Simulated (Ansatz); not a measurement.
This script drives Ansatz 0.2.0 through its Python package.

Script `adiabatic.py`:
```python
import itertools

import ansatz as az
from ase.data import atomic_numbers, covalent_radii
import numpy as np

config = {
    "basis": "def2-SVP",
    "functional": "r2scan",
    "dispersion": "d3bj",
    "charge": 1,
}

system = (
    az.Crystal.molecule()
    .atom("C", [-0.7383, 0.5119, -0.1574])
    .atom("B", [-0.2699, -0.9103, 0.1418])
    .atom("Se", [1.4781, -1.1736, 1.0334])
    .atom("H", [-1.7025, 0.5089, -0.67])
    .atom("H", [-0.0652, 1.0642, -0.8566])
    .atom("H", [-0.8829, 1.1421, 0.7768])
    .atom("H", [2.2419, -1.2112, -0.3137])
)

calc = (
    system.calculation()
    .basis(gaussian=config["basis"])
    .functional(config["functional"], dispersion=config["dispersion"])
    .spin("collinear", total=1)
)
symbols = [site.symbol for site in system.cartesian_sites]
start = np.array([site.position_ang for site in system.cartesian_sites], dtype=float)
rep = calc.relax(force_tolerance=0.01, max_steps=100).run(threads=1, backend="cpu").report
end = np.array(rep["positions_ang"])

minimum = az.Crystal.molecule()
for symbol, place in zip(symbols, end):
    minimum = minimum.atom(symbol, place.tolist())
ion = (
    minimum.calculation()
    .basis(gaussian=config["basis"])
    .functional(config["functional"], dispersion=config["dispersion"])
    .charge(config["charge"])
)
vertical = ion.run(threads=1, backend="cpu").report
settled = ion.relax(force_tolerance=0.01, max_steps=80).run(threads=1, backend="cpu").report
print(f"vertical ionisation energy   {vertical['free_energy_ev'] - rep['free_energy_ev']:.3f} eV")
print(f"adiabatic, no zero point     {settled['free_energy_ev'] - rep['free_energy_ev']:.3f} eV")
print(f"relaxation energy of the ion {vertical['free_energy_ev'] - settled['free_energy_ev']:.3f} eV")
ionised = np.array(settled["positions_ang"])
radius = [covalent_radii[atomic_numbers[s]] for s in symbols]
span = lambda where, i, j: np.linalg.norm(where[i] - where[j])
bonded = [(i, j) for i, j in itertools.combinations(range(len(symbols)), 2) if min(span(end, i, j), span(ionised, i, j)) < 1.2 * (radius[i] + radius[j])]
print("pair        before    after (A)")
for i, j in bonded:
    print(f"{symbols[i]}{i}-{symbols[j]}{j}".ljust(10), f"{span(end, i, j):8.4f} {span(ionised, i, j):8.4f}")
```

It is started by `python adiabatic.py`. How long does it take on 1 thread of Arm Neoverse V2, on a shared host, and how much memory does it need?

It took about 2.4 min, with a peak of 0.28 GiB, for 3 runs of the engine.

```console
$ python adiabatic.py
DeckWarning: the engine holds no damping parameters fitted to this dispersion correction and functional, so the run takes those fitted to r2scan beside the three-body term, which d3bj leaves out (hamiltonian.dispersion, under Limitations)
vertical ionisation energy   7.934 eV
adiabatic, no zero point     6.820 eV
relaxation energy of the ion 1.114 eV
pair        before    after (A)
C0-B1        1.5485   1.4825
C0-H3        1.1044   1.1064
C0-H4        1.1050   1.1100
C0-H5        1.1044   1.1064
B1-Se2       1.8862   1.8404
Se2-H6       1.4937   1.4853
```
(Warnings from the package without file and line.)

Reading the output:
- These settings explore the input space; basis and method may be short of convergence.
- The energies are electronic: no zero-point or thermal terms, and the basis set is short of its limit. The product may relax into another structure. The relaxation finds the nearest minimum, so the adiabatic value is an upper bound.
- The species is open-shell (spin multiplicity 2).
- Only the spin states typed were run; another state of an ion can lie lower, by up to an eV or two.
- A dispersion term here runs with damping parameters fitted for another variant or functional.
